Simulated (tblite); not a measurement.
# FGeH5S: the cost of one run

Programs: tblite 0.8.0 and PySCF 2.14.0. All values are calculated, for the isolated system unless a continuum is named. Atoms count from 0, parts from 1.

## 1. The system as given

8 atoms, charge 0, multiplicity 1; geometry: rigid parts in contact. Parts: 1 = atoms 0–4, `[F][GeH3]`, charge 0; 2 = atoms 5–7, `S`, charge 0.

## 2. Docking the parts with GFN2-xTB

Job settings and geometry (Å):

```
{"job": {"kind": "dock", "xc": "GFN2-xTB", "basis": "xTB"}, "charge": 0, "multiplicity": 1, "parts": [{"atoms": "0-4", "charge": 0, "multiplicity": 1}, {"atoms": "5-7", "charge": 0, "multiplicity": 1}]}
Ge     0.039659    -0.132571     0.012661
F     -0.454581     1.522527    -0.145758
H     -0.631271    -0.808212    -1.137684
H     -0.481597    -0.522323     1.356693
H      1.527789    -0.059422    -0.085912
S     -1.616992     0.368480     3.391714
H     -2.786129     0.007827     3.904748
H     -1.016398    -0.722528     3.849689
```

Method: GFN2-xTB search for minima from random contacts, gas phase.

Launch:

```
$ OMP_NUM_THREADS=1 python cluster_run.py task.json out
```

One launch serves the whole session: the jobs run in the order shown.

**Question.** How long does this first job take on 1 thread of Intel Xeon Platinum 8259CL at 2.50GHz, shared host?

About 3.7 s.
